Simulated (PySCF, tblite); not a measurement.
# C₂H₆AlAs: dynamics, then NMR shifts and electronic excitations on frames

How do NMR shifts and electronic excitations of C₂H₆AlAs (`C#[C][AlH2-][AsH3+]`) change as the atoms move?

Programs: tblite 0.8.0 and PySCF 2.14.0, with density-fitted response routines of our own. Each step states its level of theory. These are calculated values for one molecule in the gas phase, unless marked as measured. Atoms count from 0, in the outputs and in this text.

### 1 Starting geometry

10 atoms, charge 0, multiplicity 1; geometry from: GFN2-xTB.

Bonds of the start (Å): C0–C1 1.21, C1–Al2 1.96, Al2–As3 2.64, C0–H4 1.06, Al2–H5 1.56, Al2–H6 1.57, As3–H7 1.50, As3–H8 1.49, As3–H9 1.50.

### 2 A short Langevin run with GFN2-xTB

What the job is given:

```
{"job": {"kind": "md", "xc": "GFN2-xTB", "basis": "xTB", "temperature": 600, "steps": 2000, "every": 50, "frames": 5}, "charge": 0, "multiplicity": 1}
C      1.711999    -2.085408     0.271968
C      1.411745    -0.935397     0.024108
Al     1.025187     0.944560    -0.371590
As    -1.574609     0.519293    -0.266119
H      1.970254    -3.086738     0.488418
H      1.144400     1.549752    -1.803728
H      0.953568     1.989838     0.797809
H     -2.597192    -0.565003    -0.424972
H     -1.391827     0.171361     1.169754
H     -2.644643     1.502396     0.091823
```

With the program's defaults for keys left out, this is: GFN2-xTB Langevin dynamics, gas phase.

Started as:

```console
$ OMP_NUM_THREADS=1 python probes_run.py task.json out
```

One launch serves the whole session: the jobs run in the order shown.

The program printed:

```text
t/fs     T/K      E/eV
    0.0   508.5   -290.89751
   25.0   268.2   -290.60213
   50.0   551.6   -290.76380
   75.0   459.1   -290.51135
  100.0   519.7   -290.47649
  125.0   470.9   -290.33524
  150.0   454.1   -290.44787
  175.0   376.4   -290.31683
  200.0   434.0   -290.20324
  225.0   836.7   -290.49246
  250.0   780.1   -290.35848
  275.0   635.0   -289.67877
  300.0  1074.6   -290.13147
  325.0   740.2   -289.88877
  350.0   768.6   -289.77936
  375.0   712.2   -290.16415
  400.0   572.2   -290.06516
  425.0   720.6   -290.16040
  450.0   433.7   -289.97220
  475.0   820.4   -290.30491
  500.0   542.6   -290.00821
  525.0   718.9   -290.32659
  550.0   803.8   -290.23865
  575.0   677.4   -290.19788
  600.0  1003.1   -290.51134
  625.0   495.3   -290.03050
  650.0   516.5   -290.16811
  675.0   610.0   -290.24712
  700.0   513.2   -290.25153
  725.0   585.9   -290.40065
  750.0   497.0   -290.41637
  775.0   538.6   -290.45137
  800.0   410.6   -290.33053
  825.0   766.2   -290.54071
  850.0   631.0   -290.36943
  875.0   717.5   -290.36005
  900.0   592.7   -290.12075
  925.0   615.9   -290.09335
  950.0   787.4   -290.31123
  975.0   864.4   -290.01821
 1000.0   880.3   -289.76551
```

Run time: 5.8 s. Hardware: 1 thread of Intel Xeon 6975P-C, shared host; peak memory 0.18 GiB.

Distance from the start (root mean square after alignment): 0 fs 0.00 Å, 200 fs 0.72 Å, 400 fs 1.33 Å, 600 fs 1.30 Å, 800 fs 0.85 Å, 1000 fs 1.19 Å.

Positions (Å) and forces (eV/Å) at 1000 fs:

```xyz
10

C     1.336   -0.793   -0.578    0.038   -0.519   -0.628
C     1.262    0.438   -0.487   -0.365   -1.076    0.970
Al    0.182    1.057    1.095   -0.270    0.618   -1.232
As   -2.087   -0.375    0.129    0.563    1.758    0.296
H     1.495   -1.840   -0.920   -0.042    1.460    0.440
H    -0.557    2.498    0.736    0.309   -0.710    0.474
H     0.276    0.538    2.572    0.002    0.046   -0.157
H    -1.636   -1.490   -0.804   -0.907    0.351   -0.169
H    -3.702   -0.304    0.269    1.023   -0.419   -0.782
H    -1.941    0.909   -0.941   -0.350   -1.507    0.788
```

### 3 NMR shieldings: 250 fs, PBE0/pcSseg-1

What the job is given:

```
{"job": {"kind": "nmr", "xc": "PBE0", "basis": "pcSseg-1", "pop": false}, "charge": 0, "multiplicity": 1}
C      2.235500    -1.673500     0.151500
C      1.389800    -0.752200     0.191700
Al     0.766500     1.021600    -0.191100
As    -1.693200    -0.069900    -0.174100
H      2.941700    -2.449900     0.115700
H      1.432500     1.847100    -1.277600
H      0.247400     1.777600     1.075800
H     -1.426900    -0.920700    -1.429000
H     -3.001400    -0.746600    -0.134600
H     -2.493800     0.805100    -1.014900
```

With the program's defaults for keys left out, this is: GIAO PBE0/pcSseg-1 NMR shielding, non-relativistic, gas phase.

The program printed:

```text
coarse grid: 38880 points
cycle   1  E = -2557.1989671996  dE = -7.262e-01  |g| = 7.667e-01  |ddm| = 2.905e+00
cycle   2  E = -2557.1745362636  dE =  2.443e-02  |g| = 6.845e-01  |ddm| = 9.048e-01
cycle   3  E = -2557.2257827669  dE = -5.125e-02  |g| = 3.144e-01  |ddm| = 6.324e-01
cycle   4  E = -2557.2500323135  dE = -2.425e-02  |g| = 8.412e-02  |ddm| = 2.499e-01
cycle   5  E = -2557.2515494179  dE = -1.517e-03  |g| = 8.435e-03  |ddm| = 7.538e-02
cycle   6  E = -2557.2515713641  dE = -2.195e-05  |g| = 2.070e-03  |ddm| = 1.447e-02
cycle   7  E = -2557.2515728701  dE = -1.506e-06  |g| = 5.099e-04  |ddm| = 3.509e-03
final grid: 79616 points
cycle   8  E = -2557.2515701892  dE =  1.942e-09  |g| = 6.164e-04  |ddm| = 1.463e-03
cycle   9  E = -2557.2515699996  dE =  1.896e-07  |g| = 1.061e-03  |ddm| = 1.313e-03
cycle  10  E = -2557.2515702714  dE = -2.718e-07  |g| = 2.780e-04  |ddm| = 8.495e-04
cycle  11  E = -2557.2515702921  dE = -2.074e-08  |g| = 1.554e-05  |ddm| = 2.306e-04
cycle  12  E = -2557.2515702922  dE = -3.183e-11  |g| = 2.687e-06  |ddm| = 1.381e-05
converged SCF energy = -2557.2515702922

GIAO shielding tensors (ppm)
atom      isotropic    diamagn.    paramagn.     s11        s22        s33       span
  0 C       63.918     259.958    -196.041    -23.664    -17.039    232.456    256.119
  1 C       74.710     258.954    -184.244    -38.491    -24.153    286.776    325.267
  2 Al     400.394     794.115    -393.721    332.319    404.545    464.318    131.999
  3 As    2113.668    2876.869    -763.201   1903.704   2119.633   2317.666    413.962
  4 H       29.218      32.487      -3.268     24.062     24.656     38.937     14.874
  5 H       27.034      28.036      -1.003     24.079     24.844     32.178      8.100
  6 H       26.560      27.772      -1.212     22.834     26.247     30.599      7.765
  7 H       28.934      28.391       0.543     21.660     23.794     41.348     19.689
  8 H       28.801      27.888       0.913     21.325     22.342     42.735     21.410
  9 H       30.699      29.812       0.887     22.612     23.829     45.656     23.044
```

Wall time 9.5 s (1 thread of Intel Xeon 6975P-C, shared host); peak memory 0.64 GiB.

Shifts follow as δ = σ(reference) − σ, with reference shieldings (ppm) from runs at the same level and on the same kind of geometry: ¹H TMS 31.72, ¹³C TMS 186.9, ²⁷Al AlH4- 490.0, ⁷⁵As AsH3 1989. The references are single molecules in the gas phase. Shifts against hydride references such as AlH4− lie on their own scale. Each atom is listed at this fixed geometry, with no averaging over motion; a spectrum would average atoms that exchange fast.

```tsv
atoms	environment	σ (ppm)	δ (ppm)
C0	terminal alkyne carbon	63.9	123.0
C1	alkyne carbon	74.7	112.2
H6	hydrogen on an aluminium bonded to C, As	26.56	5.16
H5	hydrogen on an aluminium bonded to C, As	27.03	4.68
H8	hydrogen on an arsenic bonded to Al	28.80	2.92
H7	hydrogen on an arsenic bonded to Al	28.93	2.78
H4	hydrogen on a terminal alkyne carbon	29.22	2.50
H9	hydrogen on an arsenic bonded to Al	30.70	1.02
Al2	aluminium bonded to C, As, 2 H	400.4	89.6
As3	arsenic bonded to Al, 3 H	2114	-125
```

The fields below are evaluated on a grid from the run's orbitals.

Frontier orbitals at PBE0/pcSseg-1, with the share of their density that lies nearest to each atom:

```tsv
orbital	energy (eV)	lies on
HOMO	-7.48	H6 28 %; C0, C1 about 24 % each; H5 11 %
LUMO	-2.17	Al2 28 %; As3 20 %; H8 19 %
```

ELF in a plane through or near 5 of the atoms.

Ten even steps from ' ' (0.00) to '@' (1.00):
```
                                                        
                                                        
                                                        
                                                        
                    ..::::::::::..                      
                    ..::..::----::                      
                        --==  --::                      
              ....::::  %%%%::..::....::==--            
          ..--====**%%++..::  ==******%%@@@@++          
          ..==**##****@@%%::::##++::--%%@@@@**          
          --++**%%**====%%--::**::##**--##++..          
        ==%%%%----%%******..::**::**==::==..            
      ::@@@@@@##--####**--  ..==++--==%%@@%%::          
      ::@@@@@@%%****++==..    ::----**@@@@@@==          
        --%%%%--::----..          ..::##%%**..          
            ..                        ..::              
                                                        
                                                        
                                                        
                                                        
```
The map spans 12.1 Å across and 9.7 Å up, centred on the molecule. Atoms in the plane (x, y in Å): C0 (-2.6, -0.9), C1 (-1.5, -0.2), Al2 (-0.4, 1.3), As3 (1.6, -0.4), H4 (-3.5, -1.4).

On the surface of density 0.002 e/bohr³ the electrostatic potential runs, from the 1st to the 99th percentile, from -1.15 V near C1 to 1.77 V near Al2.

### 4 TDDFT and polarisability: 250 fs, PBE0/def2-SVPD

Same as in step 3 but for these lines:

```diff
@@ -1,2 +1,2 @@
-{"job": {"kind": "nmr", "xc": "PBE0", "basis": "pcSseg-1", "pop": false}, "charge": 0, "multiplicity": 1}
+{"job": {"kind": "uv", "xc": "PBE0", "basis": "def2-SVPD", "nstates": 5, "ntriplets": 0}, "charge": 0, "multiplicity": 1}
 C      2.235500    -1.673500     0.151500
```

Method: TDDFT PBE0/def2-SVPD, vertical, gas phase, core orbitals frozen in the response.

The program printed:

```text
coarse grid: 38880 points
cycle   1  E = -2557.0602103385  dE = -6.476e-01  |g| = 3.852e-01  |ddm| = 4.851e+00
cycle   2  E = -2557.0308939777  dE =  2.932e-02  |g| = 4.974e-01  |ddm| = 1.415e+00
cycle   3  E = -2557.0883110196  dE = -5.742e-02  |g| = 1.990e-01  |ddm| = 7.467e-01
cycle   4  E = -2557.0988028968  dE = -1.049e-02  |g| = 2.519e-02  |ddm| = 2.795e-01
cycle   5  E = -2557.0989839855  dE = -1.811e-04  |g| = 4.680e-03  |ddm| = 5.549e-02
cycle   6  E = -2557.0989927844  dE = -8.799e-06  |g| = 1.245e-03  |ddm| = 1.420e-02
final grid: 79616 points
cycle   7  E = -2557.0989766685  dE =  3.030e-08  |g| = 1.368e-03  |ddm| = 6.316e-03
cycle   8  E = -2557.0989756583  dE =  1.010e-06  |g| = 2.384e-03  |ddm| = 5.486e-03
cycle   9  E = -2557.0989772368  dE = -1.579e-06  |g| = 6.324e-04  |ddm| = 3.346e-03
cycle  10  E = -2557.0989773540  dE = -1.171e-07  |g| = 5.336e-05  |ddm| = 8.588e-04
cycle  11  E = -2557.0989773544  dE = -4.115e-10  |g| = 2.716e-06  |ddm| = 7.972e-05
converged SCF energy = -2557.0989773544

Static polarisability (au): isotropic 87.130, principal 68.688 86.207 106.493

Singlet excitations
state   eV       nm        f      main configurations
  1   4.2023    295.0   0.01356   H->L 0.93
  2   4.5064    275.1   0.02359   H-1->L 0.93
  3   4.9455    250.7   0.01074   H-2->L 0.95
  4   5.6381    219.9   0.00140   H->L+2 0.61, H-2->L+2 0.13
  5   6.0429    205.2   0.00424   H-3->L 0.26, H-1->L+2 0.24, H->L+1 0.19
```

It took 9.9 s on 1 thread of Intel Xeon 6975P-C, shared host; peak memory 0.71 GiB.

Frontier orbitals and where they lie:

```tsv
orbital	eV	atoms
HOMO−3	-9.46	Al2 30 %, C1 25 %, H5 18 %
HOMO−2	-8.22	C1 26 %, C0 23 %, Al2 17 %
HOMO−1	-7.79	C1 42 %, C0 40 %, As3 6 %
HOMO	-7.49	C0 22 %, C1 21 %, H6 20 %
LUMO	-2.15	As3 35 %, Al2 27 %, H8 15 %
LUMO+1	-0.28	As3 48 %, H7 22 %, Al2 11 %
LUMO+2	-0.25	As3 22 %, C0 21 %, C1 18 %
```

With each of the 5 states as a Gaussian band of 0.4 eV half-width at 1/e, the curve within the window shown has maxima at 278 nm (ε 1,400), 207 nm (ε 200) L/(mol cm). Beyond the last state computed it falls off for lack of states. The curve at chosen wavelengths:

```tsv
nm	ε (L/mol/cm)
195	100
201	170
207	195
213	173
219	142
225	143
231	206
236	307
242	474
248	667
254	869
260	1069
266	1244
272	1365
278	1404
284	1355
290	1229
296	1054
302	857
307	695
313	519
319	371
325	255
331	169
337	108
343	67
```

Leading natural transition orbitals of singlet state 2: the hole lies on C0, C1 about 40 % each; As3 6 %; the particle on Al2 28 %; As3 17 %; H8 15 %.

Leading natural transition orbitals of singlet state 1: the hole lies on H6 36 %; C0, C1 about 19 % each; H5 14 %; the particle on Al2 30 %; As3 18 %; H8 16 %.

Further results of this job:

```tsv
property	computed
dipole moment (D)	2.70
polarisability (Å³)	12.91
HOMO–LUMO gap (eV)	5.34
−ε(HOMO) (eV)	7.49
```

### 5 Shielding tensors: 425 fs, PBE0/pcSseg-1

What the job is given:

```
{"job": {"kind": "nmr", "xc": "PBE0", "basis": "pcSseg-1", "pop": false}, "charge": 0, "multiplicity": 1}
C      2.502300    -1.287100     0.844800
C      1.688500    -0.616600     0.158000
Al     0.922300     1.131900    -0.294600
As    -1.914500    -0.564100    -0.225100
H      3.089500    -1.900700     1.401000
H      1.446200     1.418900    -1.774200
H      0.210500     2.228500     0.727800
H     -3.000000     0.222600    -1.051800
H     -1.577500    -1.449300    -1.329700
H     -2.915100    -1.539800     0.464600
```

Level: GIAO PBE0/pcSseg-1 NMR shielding, non-relativistic, gas phase.

The program printed:

```text
coarse grid: 38880 points
cycle   1  E = -2557.2188287400  dE = -9.658e-01  |g| = 7.503e-01  |ddm| = 2.808e+00
cycle   2  E = -2557.2072820581  dE =  1.155e-02  |g| = 6.234e-01  |ddm| = 8.426e-01
cycle   3  E = -2557.2485931304  dE = -4.131e-02  |g| = 2.600e-01  |ddm| = 5.547e-01
cycle   4  E = -2557.2640347491  dE = -1.544e-02  |g| = 9.306e-02  |ddm| = 2.137e-01
cycle   5  E = -2557.2660819979  dE = -2.047e-03  |g| = 8.253e-03  |ddm| = 7.442e-02
cycle   6  E = -2557.2661043109  dE = -2.231e-05  |g| = 1.371e-03  |ddm| = 1.267e-02
cycle   7  E = -2557.2661049213  dE = -6.105e-07  |g| = 4.317e-04  |ddm| = 2.492e-03
final grid: 79616 points
cycle   8  E = -2557.2661313259  dE = -3.126e-09  |g| = 5.032e-04  |ddm| = 9.934e-04
cycle   9  E = -2557.2661312365  dE =  8.939e-08  |g| = 7.917e-04  |ddm| = 1.035e-03
cycle  10  E = -2557.2661313722  dE = -1.357e-07  |g| = 2.406e-04  |ddm| = 6.390e-04
cycle  11  E = -2557.2661313876  dE = -1.541e-08  |g| = 1.451e-05  |ddm| = 1.819e-04
cycle  12  E = -2557.2661313877  dE = -4.366e-11  |g| = 1.345e-06  |ddm| = 1.310e-05
converged SCF energy = -2557.2661313877

GIAO shielding tensors (ppm)
atom      isotropic    diamagn.    paramagn.     s11        s22        s33       span
  0 C       66.867     260.751    -193.884    -29.250     -7.951    237.804    267.055
  1 C       72.270     261.047    -188.777    -45.684    -22.260    284.754    330.438
  2 Al     377.203     792.779    -415.575    297.692    408.610    425.309    127.617
  3 As    1847.432    2877.806   -1030.375   1783.261   1841.992   1917.042    133.781
  4 H       30.597      34.090      -3.494     25.520     25.708     40.562     15.042
  5 H       26.368      27.334      -0.965     23.999     24.306     30.800      6.801
  6 H       25.467      26.740      -1.273     22.657     25.122     28.624      5.968
  7 H       27.728      27.192       0.537     21.435     22.464     39.286     17.851
  8 H       29.292      30.212      -0.920     22.603     23.448     41.825     19.222
  9 H       27.508      27.093       0.414     21.086     22.362     39.074     17.988
```

Run time: 6 s. Hardware: 1 thread of Intel Xeon 6975P-C, shared host; peak memory 0.72 GiB.

In short: δ C0 120.1, C1 114.7, Al2 112.8, As3 141, H6 6.25, H5 5.35 ppm.

### 6 Ultraviolet spectrum: 425 fs, PBE0/def2-SVPD

Same as in step 5 but for these lines:

```diff
@@ -1,2 +1,2 @@
-{"job": {"kind": "nmr", "xc": "PBE0", "basis": "pcSseg-1", "pop": false}, "charge": 0, "multiplicity": 1}
+{"job": {"kind": "uv", "xc": "PBE0", "basis": "def2-SVPD", "nstates": 5, "ntriplets": 0}, "charge": 0, "multiplicity": 1}
 C      2.502300    -1.287100     0.844800
```

With the program's defaults for keys left out, this is: TDDFT PBE0/def2-SVPD, vertical, gas phase, core orbitals frozen in the response.

The program printed:

```text
coarse grid: 38880 points
cycle   1  E = -2557.0786900363  dE = -8.865e-01  |g| = 3.610e-01  |ddm| = 4.350e+00
cycle   2  E = -2557.0628438497  dE =  1.585e-02  |g| = 4.242e-01  |ddm| = 1.348e+00
cycle   3  E = -2557.1040575841  dE = -4.121e-02  |g| = 1.789e-01  |ddm| = 6.797e-01
cycle   4  E = -2557.1124830878  dE = -8.426e-03  |g| = 2.718e-02  |ddm| = 2.533e-01
cycle   5  E = -2557.1127034551  dE = -2.204e-04  |g| = 4.946e-03  |ddm| = 5.633e-02
cycle   6  E = -2557.1127120212  dE = -8.566e-06  |g| = 7.355e-04  |ddm| = 1.030e-02
final grid: 79616 points
cycle   7  E = -2557.1127236074  dE =  2.428e-10  |g| = 8.042e-04  |ddm| = 3.832e-03
cycle   8  E = -2557.1127230357  dE =  5.717e-07  |g| = 1.663e-03  |ddm| = 3.300e-03
cycle   9  E = -2557.1127238033  dE = -7.676e-07  |g| = 2.698e-04  |ddm| = 2.174e-03
cycle  10  E = -2557.1127238263  dE = -2.303e-08  |g| = 2.879e-05  |ddm| = 3.700e-04
cycle  11  E = -2557.1127238265  dE = -1.364e-10  |g| = 2.656e-06  |ddm| = 4.124e-05
converged SCF energy = -2557.1127238265

Static polarisability (au): isotropic 92.095, principal 74.658 92.655 108.972

Singlet excitations
state   eV       nm        f      main configurations
  1   4.5879    270.2   0.00007   H->L 0.93
  2   5.0525    245.4   0.08972   H-1->L 0.90
  3   5.4279    228.4   0.01173   H-2->L 0.77, H-3->L 0.12
  4   5.6690    218.7   0.04874   H->L+1 0.32, H-1->L+1 0.27
  5   5.9613    208.0   0.08783   H-3->L 0.56, H-1->L+2 0.15
```

Wall time 7.1 s (1 thread of Intel Xeon 6975P-C, shared host); peak memory 0.73 GiB.

This run: HOMO -7.61 eV, LUMO -1.69 eV; lowest singlet 4.59 eV.

### 7 NMR shieldings: 625 fs, PBE0/pcSseg-1

What the job is given:

```
{"job": {"kind": "nmr", "xc": "PBE0", "basis": "pcSseg-1", "pop": false}, "charge": 0, "multiplicity": 1}
C      2.602400    -1.716600     0.117900
C      1.629400    -1.112500     0.535900
Al     0.786700     0.723000     0.623500
As    -1.647500    -0.466400    -0.077200
H      3.125300    -2.533500    -0.439900
H      1.041800     1.804600    -0.498200
H      0.162000     1.472800     2.072000
H     -2.508300    -0.562300     1.223800
H     -2.899900    -1.084200    -0.412900
H     -1.080800    -1.820800     0.458000
```

With the program's defaults for keys left out, this is: GIAO PBE0/pcSseg-1 NMR shielding, non-relativistic, gas phase.

The program printed:

```text
coarse grid: 38880 points
cycle   1  E = -2557.1905125534  dE = -8.562e-01  |g| = 7.725e-01  |ddm| = 2.817e+00
cycle   2  E = -2557.1766191584  dE =  1.389e-02  |g| = 6.619e-01  |ddm| = 9.321e-01
cycle   3  E = -2557.2305388279  dE = -5.392e-02  |g| = 2.267e-01  |ddm| = 6.144e-01
cycle   4  E = -2557.2412754980  dE = -1.074e-02  |g| = 1.011e-01  |ddm| = 2.038e-01
cycle   5  E = -2557.2437172302  dE = -2.442e-03  |g| = 9.841e-03  |ddm| = 7.912e-02
cycle   6  E = -2557.2437503629  dE = -3.313e-05  |g| = 1.960e-03  |ddm| = 1.476e-02
cycle   7  E = -2557.2437517947  dE = -1.432e-06  |g| = 5.521e-04  |ddm| = 3.167e-03
final grid: 79616 points
cycle   8  E = -2557.2438143508  dE = -1.620e-08  |g| = 6.033e-04  |ddm| = 1.674e-03
cycle   9  E = -2557.2438142976  dE =  5.320e-08  |g| = 7.871e-04  |ddm| = 1.437e-03
cycle  10  E = -2557.2438144443  dE = -1.467e-07  |g| = 2.204e-04  |ddm| = 7.719e-04
cycle  11  E = -2557.2438144574  dE = -1.312e-08  |g| = 2.584e-05  |ddm| = 1.672e-04
cycle  12  E = -2557.2438144575  dE = -1.064e-10  |g| = 2.790e-06  |ddm| = 1.891e-05
converged SCF energy = -2557.2438144575

GIAO shielding tensors (ppm)
atom      isotropic    diamagn.    paramagn.     s11        s22        s33       span
  0 C       69.650     265.985    -196.335    -35.521     -3.918    248.391    283.912
  1 C       72.993     266.474    -193.481    -49.681    -10.302    278.963    328.644
  2 Al     407.127     792.373    -385.246    364.725    420.948    435.709     70.984
  3 As    2083.531    2877.214    -793.683   1873.330   2033.414   2343.850    470.520
  4 H       27.189      29.391      -2.202     21.850     23.015     36.702     14.852
  5 H       26.278      27.820      -1.542     23.637     24.564     30.634      6.997
  6 H       25.210      25.976      -0.766     22.083     24.486     29.059      6.975
  7 H       27.978      27.788       0.191     20.965     22.856     40.113     19.148
  8 H       29.463      28.844       0.619     21.325     22.088     44.976     23.652
  9 H       27.812      28.085      -0.272     19.402     23.599     40.435     21.033
```

Wall time 6 s (1 thread of Intel Xeon 6975P-C, shared host); peak memory 0.73 GiB.

In short: δ C0 117.3, C1 113.9, Al2 82.8, As3 -95, H6 6.51, H5 5.44 ppm.

### 8 Excited states and response: 625 fs, PBE0/def2-SVPD

Same as in step 7 but for these lines:

```diff
@@ -1,2 +1,2 @@
-{"job": {"kind": "nmr", "xc": "PBE0", "basis": "pcSseg-1", "pop": false}, "charge": 0, "multiplicity": 1}
+{"job": {"kind": "uv", "xc": "PBE0", "basis": "def2-SVPD", "nstates": 5, "ntriplets": 0}, "charge": 0, "multiplicity": 1}
 C      2.602400    -1.716600     0.117900
```

With the program's defaults for keys left out, this is: TDDFT PBE0/def2-SVPD, vertical, gas phase, core orbitals frozen in the response.

The program printed:

```text
coarse grid: 38880 points
cycle   1  E = -2557.0526796310  dE = -7.781e-01  |g| = 3.892e-01  |ddm| = 3.943e+00
cycle   2  E = -2557.0380269694  dE =  1.465e-02  |g| = 4.416e-01  |ddm| = 1.367e+00
cycle   3  E = -2557.0844414277  dE = -4.641e-02  |g| = 1.588e-01  |ddm| = 7.122e-01
cycle   4  E = -2557.0909540268  dE = -6.513e-03  |g| = 3.397e-02  |ddm| = 2.230e-01
cycle   5  E = -2557.0912817923  dE = -3.278e-04  |g| = 5.320e-03  |ddm| = 5.739e-02
cycle   6  E = -2557.0912930204  dE = -1.123e-05  |g| = 1.243e-03  |ddm| = 1.281e-02
cycle   7  E = -2557.0912936427  dE = -6.223e-07  |g| = 2.983e-04  |ddm| = 2.820e-03
final grid: 79616 points
cycle   8  E = -2557.0913470466  dE = -2.318e-08  |g| = 3.781e-04  |ddm| = 4.611e-03
cycle   9  E = -2557.0913469964  dE =  5.026e-08  |g| = 5.867e-04  |ddm| = 1.428e-03
cycle  10  E = -2557.0913470741  dE = -7.773e-08  |g| = 1.610e-04  |ddm| = 8.313e-04
cycle  11  E = -2557.0913470810  dE = -6.938e-09  |g| = 5.052e-06  |ddm| = 1.848e-04
cycle  12  E = -2557.0913470810  dE = -1.364e-11  |g| = 2.490e-06  |ddm| = 1.567e-05
converged SCF energy = -2557.0913470810

Static polarisability (au): isotropic 91.169, principal 74.203 89.895 109.410

Singlet excitations
state   eV       nm        f      main configurations
  1   4.7024    263.7   0.00912   H->L 0.95
  2   5.3746    230.7   0.01224   H-2->L 0.72, H->L+2 0.09
  3   5.4459    227.7   0.02640   H-1->L 0.86
  4   5.6974    217.6   0.00192   H->L+2 0.37, H-2->L 0.18, H->L+1 0.15
  5   5.8638    211.4   0.01662   H->L+1 0.69, H->L+2 0.16
```

Wall time 7.2 s (1 thread of Intel Xeon 6975P-C, shared host); peak memory 0.73 GiB.

In short: HOMO -7.63 eV, LUMO -1.70 eV; lowest singlet 4.70 eV.

[end of part 1 of 2]
